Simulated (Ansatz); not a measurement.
# GeNH₂ (quartet): from Hartree-Fock to the top rungs, cc-pVTZ

How much of the correlation energy of GeNH₂ (quartet) does each wave-function method recover here?

Method: cc-pVTZ, core rule «outside noble gas», up to 15 orbitals frozen; program: Ansatz 0.2.0, Gaussian basis.

To be run: UHF; CCSD(T) on ROHF; CCSD(T) on UHF; BCCD(T) on ROHF; CCSDT(Q) on ROHF; CCSDT(Q) on UHF; CASSCF and MRCISD+Q, 11 electrons in 10 orbitals; CASSCF and NEVPT2, 11 electrons in 10 orbitals.

5 further runs of the same task are left out: 5 set aside as unsound or not needed.

## Step 1: What is computed

The geometry is a PBE0/def2-TZVP stationary point (not a proven minimum). No spin-orbit coupling is included. The filled d shell of Ge may be among the frozen orbitals whatever the setting's name suggests; the logs give the count.

4 atoms, charge 0, spin multiplicity 4.

Atoms are counted from 1 here; the program's logs count them from 0.

Bond lengths: Ge1–N2 1.945 Å, Ge1–H3 1.555 Å, Ge1–H4 1.555 Å. Angles: N2–Ge1–H3 106.3°, N2–Ge1–H4 106.3°, H3–Ge1–H4 108.1°.

## Step 2: UHF

File in.yaml:

```yaml
crystal:
  periodic: [false, false, false]
  atoms:
    - {symbol: Ge, position_ang: [-0.034571, 0.000000, 0.295847]}
    - {symbol: N, position_ang: [0.072436, 0.000001, -1.645848]}
    - {symbol: H, position_ang: [0.742421, -1.258240, 0.775123]}
    - {symbol: H, position_ang: [0.742420, 1.258240, 0.775124]}
basis:
  gaussian: {orbitals: cc-pVTZ}
magnetization: {spin_polarized: true, initial_magnetization: 3}
hamiltonian: {xc: hf}
output: {orbitals: {seedname: orbitals}}
```

Started as:

```console
$ ansatz run in.yaml --threads 1 --pin off --events-out ev --progress --plain --max-ram 3968MiB --backend cpu
```

Further steps of the session: CCSD(T) on ROHF; CCSD(T) on UHF; BCCD(T) on ROHF; CCSDT(Q) on ROHF; CCSDT(Q) on UHF; CASSCF and MRCISD+Q, 11 electrons in 10 orbitals; CASSCF and NEVPT2, 11 electrons in 10 orbitals.

Q: Predict the results of all the runs planned. Wanted: UCCSDT(Q) below the RHF energy; RMP2 from UCCSDT(Q); UMP2 from UCCSDT(Q); RCCSD from UCCSDT(Q); RCCSD(T) from UCCSDT(Q); UCCSD(T) from UCCSDT(Q); RCCSDT(Q) from UCCSDT(Q); NEVPT2 valence from UCCSDT(Q); MRCISD+Q valence from UCCSDT(Q).

As calculated:

| quantity | value |
| --- | --- |
| UCCSDT(Q) below the RHF energy | -7.5848 eV |
| RMP2 from UCCSDT(Q) | +120.2 kJ/mol |
| UMP2 from UCCSDT(Q) | +121.3 kJ/mol |
| RCCSD from UCCSDT(Q) | +28.3 kJ/mol |
| RCCSD(T) from UCCSDT(Q) | +5.2 kJ/mol |
| UCCSD(T) from UCCSDT(Q) | +4.6 kJ/mol |
| RCCSDT(Q) from UCCSDT(Q) | +0.8 kJ/mol |
| NEVPT2 valence from UCCSDT(Q) | +117.6 kJ/mol |
| MRCISD+Q valence from UCCSDT(Q) | +7.4 kJ/mol |
| levels within 1 kcal/mol (43 meV) | RCCSDT, UCCSDT, RCCSDT(Q) |
| T1 diagnostic | 0.026 |
| effectively unpaired electrons | 3.02 |

RCCSD(T) misses by +5.2 kJ/mol, 0.7 % of the correlation energy. One determinant dominates. Of the multireference levels listed MRCISD+Q valence comes nearest in total energy (+7.4 kJ/mol), which doesn't show that its space is the better one. These misses are within one basis, not against nature; the frozen cores of restricted and unrestricted runs differ, which can shift their rows.
